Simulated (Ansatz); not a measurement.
The system is Zr3Mn.

```
Zr Mn
1.0
     4.37322    0.00000    0.00000
     0.00000    4.37322    0.00000
     0.00000    0.00000    4.37322
Zr Mn
3 1
Direct
  0.50000 0.50000 0.00000
  0.50000 0.00000 0.50000
  0.00000 0.50000 0.50000
  0.00000 0.00000 0.00000
```

The cell comes from a database or a generator and needn't be the stable form of this composition.

| Item | Value |
| --- | --- |
| Program | Ansatz 0.2.0 |
| Task | single point |
| Functional | PBE |
| Potentials or basis | Ansatz PAW |
| Cutoff | 420 eV (not typed: the program's choice for these potentials) |
| k mesh | 6 × 6 × 6 |
| Occupations | fermi-dirac, width 0.05 eV |
| Spin | collinear spin, ferromagnetic start |
| Starting moments | [0.0, 0.0, 0.0, 4.0] μB |

On this cell: pressure -0.2 GPa; largest force zero by symmetry; net moment 3.27 μB per cell; site moments Zr -0.09; Mn +3.58 μB; band gap on the k mesh none (metal or under the smearing width).

The same run follows on a disturbed copy (atoms moved at random, drawn with an rms of 0.05 Å):

```
Zr Mn
1.0
     4.37322    0.00000    0.00000
     0.00000    4.37322    0.00000
     0.00000    0.00000    4.37322
Zr Mn
3 1
Direct
  0.49528 0.49338 0.00085
  0.49861 0.00242 0.50106
  0.99089 0.49516 0.50201
  0.99293 0.99629 0.99150
```

**Question.** What changes?

**Answer.** The energy (extrapolated to zero smearing) moves by +2.8 meV/atom; pressure -0.2 GPa; largest force 0.339 eV/Å; net moment 3.27 μB per cell; site moments Zr -0.08, -0.09; Mn +3.57 μB; band gap on the k mesh none (metal or under the smearing width).

Forces in eV/Å, atoms in the order of the input:
```
Zr  -0.102  0.168  0.012
Zr  -0.152 -0.298 -0.054
Zr   0.218  0.142 -0.067
Mn   0.036 -0.012  0.109
```
